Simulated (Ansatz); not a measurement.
ClH₃SbSi, SMILES [SiH3][Sb][Cl], vertical and adiabatic energies of changing the electron count

Program: the Python package of Ansatz (0.2.0).

Notebook, run cell by cell (the value of a cell's last expression is shown):

**Cell 1**
```python
import ansatz as az
import numpy as np
```

**Cell 2**
```python
GEOMETRY = """
Si   -0.51620    0.35170   -0.22620
Sb    1.74080    0.38710    0.76870
Cl    1.77980   -2.01100    0.73470
H    -0.45390   -0.26340   -1.54970
H    -1.48600   -0.32770    0.63610
H    -1.02250    1.79940   -0.40990
"""
```

**Cell 3**
```python
system = az.Crystal.molecule()
for line in GEOMETRY.strip().splitlines():
    symbol, *xyz = line.split()
    system = system.atom(symbol, [float(v) for v in xyz])

setup = system.calculation()
setup = setup.basis(gaussian="def2-SVP").functional("r2scan")
setup = setup.spin("collinear", total=1)
symbols = [site.symbol for site in system.cartesian_sites]
start = np.array([site.position_ang for site in system.cartesian_sites], dtype=float)
rep = setup.relax(force_tolerance=0.01).run(threads=1).report
end = np.array(rep["positions_ang"])

minimum = az.Crystal.molecule()
for symbol, place in zip(symbols, end):
    minimum = minimum.atom(symbol, place.tolist())
ion = (
    minimum.calculation()
    .basis(gaussian="def2-SVP")
    .functional("r2scan")
    .charge(1)
)
vertical = ion.run(threads=1).report
settled = ion.relax(force_tolerance=0.01, max_steps=80).run(threads=1).report
print(f"vertical ionisation energy   {vertical['free_energy_ev'] - rep['free_energy_ev']:.3f} eV")
print(f"adiabatic, no zero point     {settled['free_energy_ev'] - rep['free_energy_ev']:.3f} eV")
print(f"relaxation energy of the ion {vertical['free_energy_ev'] - settled['free_energy_ev']:.3f} eV")
ionised = np.array(settled["positions_ang"])
print("final positions (A) and the move of each atom")
for symbol, xyz, old in zip(symbols, ionised, end):
    print(f"{symbol:2s} {xyz[0]:10.5f} {xyz[1]:10.5f} {xyz[2]:10.5f}   {np.linalg.norm(xyz - old):7.4f}")
```
Output:
```text
vertical ionisation energy   8.417 eV
adiabatic, no zero point     8.289 eV
relaxation energy of the ion 0.128 eV
final positions (A) and the move of each atom
Si   -0.63167    0.41510   -0.28341    0.0871
Sb    1.77165    0.32693    0.79800    0.0621
Cl    1.79220   -1.98816    0.74187    0.0522
H    -0.42301   -0.29352   -1.57725    0.0898
H    -1.44720   -0.36599    0.68829    0.0874
H    -1.01996    1.84174   -0.41380    0.0365
```

Notes:
- The energies are electronic: no zero-point or thermal terms, and the basis set is short of its limit. The product may relax into another structure. Each relaxation finds its nearest minimum, which needn't be the lowest.
- def2 sets replace the cores of elements past krypton by effective core potentials.
- The run takes the species as open-shell (spin multiplicity 2), which needn't be its ground state.
- Only the spin states typed were run; another state of an ion can lie lower, by up to an eV or two.
- Run time: 2.1 min on 1 thread of Arm Neoverse V1 (shared host), peak memory 0.28 GiB.
